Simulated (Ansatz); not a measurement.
# BFH4O2Se: the cost of one run

Computed with Ansatz 0.2.0, Gaussian basis. Level: PBE0-D4, def2-SVP first, then def2-TZVP.

152 further runs of the same task are left out: 152 set aside as unsound or not needed. Runs told in other sessions of the task aren't counted.

## 1. The system as given

The guess: 9 atoms, charge 0, spin multiplicity 1.

Atoms are counted from 1 here; the program's logs count them from 0.

Bond lengths: B1–O3 1.328 Å, B1–O4 1.323 Å, B1–Se6 2.139 Å, O3–H7 0.957 Å, O4–H8 0.955 Å, H5–Se6 1.631 Å, Se6–H9 1.440 Å. Angles: O3–B1–O4 127.6°, O3–B1–Se6 106.7°, O4–B1–Se6 122.1°, B1–O3–H7 118.0°, B1–O4–H8 121.1°, B1–Se6–H5 69.2°, B1–Se6–H9 93.3°, H5–Se6–H9 92.2°.

As a file:

```csv
atom,x (Å),y (Å),z (Å)
B1,0.1568,0.4825,-0.1457
F2,0.9558,-1.3572,0.2961
O3,-0.2055,0.4050,-1.4212
O4,1.0587,1.2884,0.3905
H5,-0.2211,-1.4184,0.8572
Se6,-1.4462,-0.3505,0.9989
H7,0.4228,0.6889,-2.0845
H8,1.3911,1.1380,1.2726
H9,-2.1125,-0.8768,-0.1638
```

Distances that are to change: B1–Se6 2.14 Å, F2–H5 1.31 Å, B1–F2 2.05 Å, H5–Se6 1.63 Å.

## 2. Relaxing the guess with the reacting distances held

hold/in.yaml

```yaml
crystal:
  periodic: [false, false, false]
  atoms:
    - {symbol: B, position_ang: [0.156800, 0.482500, -0.145700]}
    - {symbol: F, position_ang: [0.955800, -1.357200, 0.296100]}
    - {symbol: O, position_ang: [-0.205500, 0.405000, -1.421200]}
    - {symbol: O, position_ang: [1.058700, 1.288400, 0.390500]}
    - {symbol: H, position_ang: [-0.221100, -1.418400, 0.857200]}
    - {symbol: Se, position_ang: [-1.446200, -0.350500, 0.998900]}
    - {symbol: H, position_ang: [0.422800, 0.688900, -2.084500]}
    - {symbol: H, position_ang: [1.391100, 1.138000, 1.272600]}
    - {symbol: H, position_ang: [-2.112500, -0.876800, -0.163800]}
basis:
  gaussian: {orbitals: def2-SVP}
hamiltonian: {xc: pbe0, dispersion: d4}
relax: {f_tol: 0.04, max_steps: 150, escape_saddle: false, constraints: [{distance: [0, 5]}, {distance: [1, 4]}, {distance: [0, 1]}, {distance: [4, 5]}]}
```

Launch:

```
$ ansatz run in.yaml --threads 8 --pin off --events-out ev --progress --plain --max-ram 19148MiB
```

**Question.** How long does this run take on 8 threads of Oxide Virtual Turin-like, shared host?

About 15 s.
